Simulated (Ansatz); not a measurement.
# MoSe (P3m1) in Ansatz: further runs

One crystal, MoSe, is run at these levels: PBE; tasks: single point.

All numbers are computed with Ansatz 0.2.0; they aren't measurements. Logs are shortened: lines on timing, memory, paths and dates and some standing lists are left out, and cuts for length are marked.

**1. The structure**

Symmetry: P3m1, No. 156, trigonal system. The conventional cell has a = 3.471 Å, b = 3.471 Å, c = 4.373 Å, α = 90.00°, β = 90.00°, γ = 120.00°. Around Mo (site symmetry 3m) lie 3 Se at 2.04 Å. Se (site symmetry 3m) is surrounded by 3 Mo at 2.04 Å.

The cell was built by a generator and needn't be a form met in nature.

**2. Single point, PBE, 21.44 Å³/atom (volume scaled by 0.94)**

input.yaml

```yaml
crystal:
  lattice:
    - [3.3998187387, 0.0, 0.0]
    - [-1.6999093743, 2.9443293989, 0.0]
    - [0.0, 0.0, 4.2835295713]
  atoms:
    - { symbol: Mo, position: [0.66666667, 0.33333333, 0.02544455] }
    - { symbol: Se, position: [0.33333333, 0.66666667, 0.11843047] }
kpoints:
  mp_grid: { grid: [9, 9, 6] }
scf:
  occupations: { method: fermi_dirac, width: 0.05 }
hamiltonian:
  xc: pbe
  pseudopotentials: { kind: all_electron, lapw: { basis_error: 0.0005 } }
output:
  forces: true
  stress: true
  eigenvalues: true
```

Potentials or basis: all-electron LAPW, scalar-relativistic.

The run is started by

```
$ ansatz run input.yaml --threads 1 --pin off --max-ram 3072MiB --backend cpu --events-out ev --progress --plain --runs-dir out
```

The program printed:

```text
Warning: RAYON_NUM_THREADS=1 ignored (pool sized by the plan → 1); use --threads N
LAPW: plane waves up to 11.661 Å⁻¹, error target 5.0e-4 eV per atom; small_component_spin mean_spin; Se in spheres of 1.022 Å, 24 of its electrons in bands, Dirac shells []; Mo in spheres of 0.981 Å, 32 of its electrons in bands, Dirac shells [] (how accurate: hamiltonian.pseudopotentials.lapw.basis_error, Limitations)
Engine: ansatz 0.2.0, x86_64-unknown-linux-gnu
Pseudopotentials: kind: all_electron
Pseudopotential: Mo, LAPW, valence charge 32, lapw/all_electron/scalar/gaussian/Mo, Koelling and Harmon's equation, gaussian nucleus
Pseudopotential: Se, LAPW, valence charge 24, lapw/all_electron/scalar/gaussian/Se, Koelling and Harmon's equation, gaussian nucleus
Functional definition: PBE
  parameter kappa = 0.804
  parameter beta = 0.06672455060314922
  exchange = pbe_x(kappa = kappa, mu = beta*pi^2/3)
  correlation = pbe_c(beta = beta)
Crystal: 2 atoms, lattice volume = 42.879 Å³
Basis set: ecut = 518.0977411527333 eV, 1119 PW (Γ), exchange–correlation at level 2
Bands: 34, of which v1, the nominal top of the filled ones, is band 28 counted from 1 (27 counted from 0)
Symmetry: 6 space group operations
Space group: P3m1 (ITA 156), of the structure as read, at distance tolerance 3.5e-5 Å
k-points: 62 of 486 (time reversal used)
Non-local potential: Mo, projectors of the file, none
Non-local potential: Se, projectors of the file, none
Initial density: superposition of atomic densities (chi_scale 0.1, normalization cell, long waves kept (reshape's long-wave potential 0.00 eV rms))
Initial wavefunctions: plane waves of lowest kinetic energy (no species holds an atomic orbital)
Functional: x = pbe(κ = 0.804, μ = 0.2195149727645171), c = pbe(β = 0.06672455060314922)
iter 1 solved again at ethr=2.97e-3 eV; its pass at ethr=1.00e-1 eV (dr2=1.66e0 eV) is discarded
SCF iter   1: F=—  HF=-176296.141981 eV  |F-HF|=—  |Δ(HF+E_count)|=         —  Δρ=5.07e-2  dr2=1.66e0  ethr=2.97e-3  ⟨swp⟩=2.0  Hψ=13330  notcnv=0
preconditioner: auto → LDOS  [metal: Δε(μ)=0.006 eV  Ē_g=11.287 eV  σ=0.050 eV  W_gap=0.03  n_scr=20 (ndim 8)  ℏωp=19.6 eV  f_vac=0.277  D(μ)=3.39/eV (n_scr^D=40)  β→1.0]
SCF iter   2: F=—  HF=-176295.622075 eV  |F-HF|=—  |Δ(HF+E_count)|=   5.20e-1  Δρ=2.50e-2  dr2=2.22e-1  ethr=2.97e-3  ⟨swp⟩=3.0  Hψ=6750  notcnv=0
SCF iter   3: F=—  HF=-176295.636906 eV  |F-HF|=—  |Δ(HF+E_count)|=   1.48e-2  Δρ=9.68e-3  dr2=3.74e-2  ethr=3.97e-4  ⟨swp⟩=3.0  Hψ=6517  notcnv=0
SCF iter   4: F=—  HF=-176295.634181 eV  |F-HF|=—  |Δ(HF+E_count)|=         —  Δρ=3.68e-3  dr2=5.85e-3  ethr=6.68e-5  ⟨swp⟩=2.0  Hψ=6076  notcnv=0
the basis was enlarged: its passes take 449.2 KiB over the memory plan, 1 of 1 planned eigensolver slots
iter 5 solved again at ethr=6.34e-7 eV; its pass at ethr=1.05e-5 eV (dr2=3.55e-4 eV) is discarded
SCF iter   5: F=—  HF=-176295.634207 eV  |F-HF|=—  |Δ(HF+E_count)|=   2.54e-5  Δρ=9.80e-4  dr2=3.54e-4  ethr=6.34e-7  ⟨swp⟩=2.0  Hψ=10038  notcnv=0
SCF iter   6: F=—  HF=-176295.634130 eV  |F-HF|=—  |Δ(HF+E_count)|=   7.68e-5  Δρ=1.92e-4  dr2=1.48e-5  ethr=6.32e-7  ⟨swp⟩=2.0  Hψ=5734  notcnv=0
SCF iter   7: F=—  HF=-176295.634115 eV  |F-HF|=—  |Δ(HF+E_count)|=   1.55e-5  Δρ=1.03e-4  dr2=5.59e-6  ethr=2.64e-8  ⟨swp⟩=3.0  Hψ=5856  notcnv=0
SCF iter   8: F=—  HF=-176295.634114 eV  |F-HF|=—  |Δ(HF+E_count)|=   6.73e-7  Δρ=3.36e-5  dr2=5.21e-7  ethr=9.98e-9  ⟨swp⟩=2.1  Hψ=5737  notcnv=0
SCF iter   9: F=-176295.634114 eV  HF=-176295.634114 eV  |F-HF|=1.83e-9  |Δ(HF+E_count)|=   1.54e-7  Δρ=4.90e-6  dr2=1.04e-8  ethr=9.30e-10  ⟨swp⟩=3.0  Hψ=5978  notcnv=0
SCF 1 converged in 9 iterations: F = -176295.634114 eV  dr2 = 1.04e-8
SCF converged after 9 iterations
Free energy (F): -176295.634114 eV
Harris-Foulkes:  -176295.634114 eV  (|F-HF|=1.83e-9)
Internal energy: -176295.604044 eV  (E = F + TS)
E sigma→0 (E₀):  -176295.619079 eV
Entropy (-TS):   -0.030070 eV (-15.035 meV/atom)
Fermi energy:    13.187361 eV
--- Per-component energies (eV) ---
  E_band       = -6795.192443
  E_kinetic    = 181932.788385
  E_xc         = -5778.263987
  E_electrostatic = -352450.128442  (all electrons and nuclei)
  E_smearing   = -0.030070  (= −TS)
  E_closure    = 0.000000  (closes the sum)
  E_atoms      = -176289.095232  (free atoms, spherical and without spin; not in F)
  Σ components = -176295.634114   (vs F -176295.634114, Δ=0.00e0)
  Basis errors (estimates in eV, not in F): energy 2.5e-4 per atom: plane waves 2.3e-4 (1.4e-4 summed), levels above the bands 3.7e-96, relativity 1.2e-7, radial functions 2.3e-5, core shells 1.7e-10; eigenvalues (radial functions only) 5.6e-7; not estimated: angular momenta, meshes, grids; target (lapw.basis_error) 5.0e-4; muffin-tin radii Se 1.022 Å, Mo 0.981 Å
--- Forces (eV/Å), atoms counted from 1 ---
  atom   1  Mo    -0.00000000     0.00000000    -7.53929294
  atom   2  Se     0.00000000    -0.00000000     7.53928173
  max |Σ_I F_I| component: 1.12e-5 eV/Å
--- Stress (GPa, compression-positive) ---
      131.678475      -0.000000       0.000000
       -0.000000     131.678475      -0.000000
        0.000000      -0.000000       3.616021
  P = ⅓ Tr σ = 88.9910 GPa (889.910 kbar)
--- Band table (eV; the first three rows and the last of 62) ---
  k-point 0: bands = ["-458.0222", "-360.7513", "-360.7513", "-360.6810", "-202.6181", "-202.6181", "-202.5592", "-202.5592", "-202.5591", "-195.9462", "-135.4297", "-135.4297", "-135.4295", "-46.8747", "-35.8034", "-35.8034", "-35.6905", "-35.6860", "-35.6860", "-21.4844", "-21.4844", "-20.7949", "-2.3811", "6.5537", "6.5537", "8.4087", "12.3743", "13.3171", "13.3171", "17.9456", "20.6394", "22.0635", "22.0635", "25.4791"]
  k-point 1: bands = ["-458.0222", "-360.7513", "-360.7513", "-360.6810", "-202.6181", "-202.6181", "-202.5592", "-202.5592", "-202.5591", "-195.9462", "-135.4297", "-135.4297", "-135.4295", "-46.8747", "-35.8034", "-35.8034", "-35.6905", "-35.6860", "-35.6860", "-21.4843", "-21.4843", "-20.7968", "-2.3581", "6.5589", "6.5589", "8.1910", "12.7213", "13.2813", "13.2813", "18.0278", "20.6339", "22.0444", "22.0444", "24.8746"]
  k-point 2: bands = ["-458.0222", "-360.7513", "-360.7513", "-360.6810", "-202.6181", "-202.6181", "-202.5592", "-202.5592", "-202.5591", "-195.9462", "-135.4297", "-135.4297", "-135.4295", "-46.8746", "-35.8034", "-35.8034", "-35.6904", "-35.6860", "-35.6860", "-21.4841", "-21.4841", "-20.8007", "-2.3114", "6.5693", "6.5693", "7.8151", "13.2113", "13.2113", "13.4258", "18.2644", "20.0910", "21.9749", "21.9749", "24.7042"]
  k-point 61: bands = ["-458.0222", "-360.7513", "-360.7513", "-360.6810", "-202.6181", "-202.6181", "-202.5592", "-202.5592", "-202.5591", "-195.9462", "-135.4297", "-135.4297", "-135.4295", "-46.8482", "-35.7815", "-35.7216", "-35.7198", "-35.6880", "-35.6866", "-21.9475", "-21.7552", "-20.7474", "-0.5151", "7.7645", "8.5216", "8.5713", "10.6111", "13.4912", "14.2517", "15.6627", "17.1630", "17.5558", "20.7172", "24.2480"]
```

Run time: 2.9 min. Hardware: 1 thread of Intel Xeon at 2.50GHz (Skylake/Cascade Lake), shared host; peak memory 0.59 GiB.

What came out:

| Item | Value |
| --- | --- |
| Free energy | -176295.6341 eV |
| Pressure | 89.0 GPa |
| Largest force | 7.539 eV/Å |
| Band gap on the k mesh | none (metal or under the smearing width) |

Caveat: this functional lacks dispersion, which binds the layers, so the pressure and a relaxed spacing across them are unreliable; forces of over 1 eV/Å show positions far from the minimum, so gaps and moduli don't describe the material at rest.

**3. Single point, PBE, 21.90 Å³/atom (volume scaled by 0.96)**

Edit input.yaml of step 2 so:

```diff
@@ -2,5 +2,5 @@
   lattice:
-    - [3.3998187387, 0.0, 0.0]
-    - [-1.6999093743, 2.9443293989, 0.0]
-    - [0.0, 0.0, 4.2835295713]
+    - [3.4237619131, 0.0, 0.0]
+    - [-1.7118809615, 2.9650647961, 0.0]
+    - [0.0, 0.0, 4.3136962664]
   atoms:
```

Potentials or basis: all-electron LAPW, scalar-relativistic.

The run is started by

```
$ ansatz run input.yaml --threads 1 --pin off --max-ram 3072MiB --backend cpu --events-out ev --progress --plain --runs-dir out
```

Wall time 2.3 min (1 thread of Intel Xeon at 2.50GHz (Skylake/Cascade Lake), shared host); peak memory 0.59 GiB.

Results (log left out):

```yaml
Free_energy: -176296.1207 eV
Pressure: 82.0 GPa
Largest_force: 7.051 eV/Å
Band_gap_on_the_k_mesh: none (metal or under the smearing width)
```

Caveat: this functional lacks dispersion, which binds the layers, so the pressure and a relaxed spacing across them are unreliable; forces of over 1 eV/Å show positions far from the minimum, so gaps and moduli don't describe the material at rest.

**4. Single point, PBE, 22.35 Å³/atom (volume scaled by 0.98)**

Edit input.yaml of step 3 so:

```diff
@@ -2,5 +2,5 @@
   lattice:
-    - [3.4237619131, 0.0, 0.0]
-    - [-1.7118809615, 2.9650647961, 0.0]
-    - [0.0, 0.0, 4.3136962664]
+    - [3.4473748104, 0.0, 0.0]
+    - [-1.7236874101, 2.9855141651, 0.0]
+    - [0.0, 0.0, 4.343446836]
   atoms:
```

The run is started by

```
$ ansatz run input.yaml --threads 1 --pin off --max-ram 3072MiB --backend cpu --events-out ev --progress --plain --runs-dir out
```

Run time: 3 min. Hardware: 1 thread of Intel Xeon at 2.50GHz (Skylake/Cascade Lake), shared host; peak memory 0.59 GiB.

Results (log left out):

* Free energy: -176296.5689 eV
* Pressure: 75.5 GPa
* Largest force: 6.592 eV/Å
* Band gap on the k mesh: none (metal or under the smearing width)

Caveat: this functional lacks dispersion, which binds the layers, so the pressure and a relaxed spacing across them are unreliable; forces of over 1 eV/Å show positions far from the minimum, so gaps and moduli don't describe the material at rest.

**5. Single point, PBE, 22.81 Å³/atom**

Edit input.yaml of step 4 so:

```diff
@@ -2,5 +2,5 @@
   lattice:
-    - [3.4473748104, 0.0, 0.0]
-    - [-1.7236874101, 2.9855141651, 0.0]
-    - [0.0, 0.0, 4.343446836]
+    - [3.47066859, 0.0, 0.0]
+    - [-1.7353343, 3.00568717, 0.0]
+    - [0.0, 0.0, 4.37279534]
   atoms:
```

The run is started by

```
$ ansatz run input.yaml --threads 1 --pin off --max-ram 3072MiB --backend cpu --events-out ev --progress --plain --runs-dir out
```

Wall time 3 min (1 thread of Intel Xeon at 2.50GHz (Skylake/Cascade Lake), shared host); peak memory 0.58 GiB.

It converged, with:

- Free energy: -176296.9818 eV
- Pressure: 69.6 GPa
- Largest force: 6.159 eV/Å
- Band gap on the k mesh: none (metal or under the smearing width)

Caveat: this functional lacks dispersion, which binds the layers, so the pressure and a relaxed spacing across them are unreliable; forces of over 1 eV/Å show positions far from the minimum, so gaps and moduli don't describe the material at rest.

**6. Single point, PBE, 23.26 Å³/atom (volume scaled by 1.02)**

Edit input.yaml of step 5 so:

```diff
@@ -2,5 +2,5 @@
   lattice:
-    - [3.47066859, 0.0, 0.0]
-    - [-1.7353343, 3.00568717, 0.0]
-    - [0.0, 0.0, 4.37279534]
+    - [3.4936538201, 0.0, 0.0]
+    - [-1.7468269151, 3.0255929632, 0.0]
+    - [0.0, 0.0, 4.4017550935]
   atoms:
```

Potentials or basis: all-electron LAPW, scalar-relativistic.

The run is started by

```
$ ansatz run input.yaml --threads 1 --pin off --max-ram 3072MiB --backend cpu --events-out ev --progress --plain --runs-dir out
```

It took 2.5 min on 1 thread of Intel Xeon at 2.50GHz (Skylake/Cascade Lake), shared host; peak memory 0.58 GiB.

Results (log left out):

| Property | Result |
| --- | --- |
| Free energy | -176297.3620 eV |
| Pressure | 64.0 GPa |
| Largest force | 5.752 eV/Å |
| Band gap on the k mesh | none (metal or under the smearing width) |

Caveat: this functional lacks dispersion, which binds the layers, so the pressure and a relaxed spacing across them are unreliable; forces of over 1 eV/Å show positions far from the minimum, so gaps and moduli don't describe the material at rest.

**7. Single point, PBE, 23.72 Å³/atom (volume scaled by 1.04)**

Edit input.yaml of step 6 so:

```diff
@@ -2,5 +2,5 @@
   lattice:
-    - [3.4936538201, 0.0, 0.0]
-    - [-1.7468269151, 3.0255929632, 0.0]
-    - [0.0, 0.0, 4.4017550935]
+    - [3.5163405195, 0.0, 0.0]
+    - [-1.7581702648, 3.0452402212, 0.0]
+    - [0.0, 0.0, 4.4303387197]
   atoms:
```

The run is started by

```
$ ansatz run input.yaml --threads 1 --pin off --max-ram 3072MiB --backend cpu --events-out ev --progress --plain --runs-dir out
```

Wall time 2.7 min (1 thread of Intel Xeon at 2.50GHz (Skylake/Cascade Lake), shared host); peak memory 0.59 GiB.

Results (log left out):

```
Free energy            : -176297.7118 eV
Pressure               : 58.9 GPa
Largest force          : 5.367 eV/Å
Band gap on the k mesh : none (metal or under the smearing width)
```

Caveat: this functional lacks dispersion, which binds the layers, so the pressure and a relaxed spacing across them are unreliable; forces of over 1 eV/Å show positions far from the minimum, so gaps and moduli don't describe the material at rest.

**8. Single point, PBE, 24.18 Å³/atom (volume scaled by 1.06)**

Edit input.yaml of step 7 so:

```diff
@@ -2,5 +2,5 @@
   lattice:
-    - [3.5163405195, 0.0, 0.0]
-    - [-1.7581702648, 3.0452402212, 0.0]
-    - [0.0, 0.0, 4.4303387197]
+    - [3.5387381967, 0.0, 0.0]
+    - [-1.7693691035, 3.0646371787, 0.0]
+    - [0.0, 0.0, 4.4585581985]
   atoms:
```

The run is started by

```
$ ansatz run input.yaml --threads 1 --pin off --max-ram 3072MiB --backend cpu --events-out ev --progress --plain --runs-dir out
```

Wall time 2.8 min (1 thread of Intel Xeon at 2.50GHz (Skylake/Cascade Lake), shared host); peak memory 0.58 GiB.

It converged, with:

```yaml
Free_energy: -176298.0336 eV
Pressure: 54.2 GPa
Largest_force: 5.004 eV/Å
Band_gap_on_the_k_mesh: none (metal or under the smearing width)
```

Caveat: this functional lacks dispersion, which binds the layers, so the pressure and a relaxed spacing across them are unreliable; forces of over 1 eV/Å show positions far from the minimum, so gaps and moduli don't describe the material at rest.
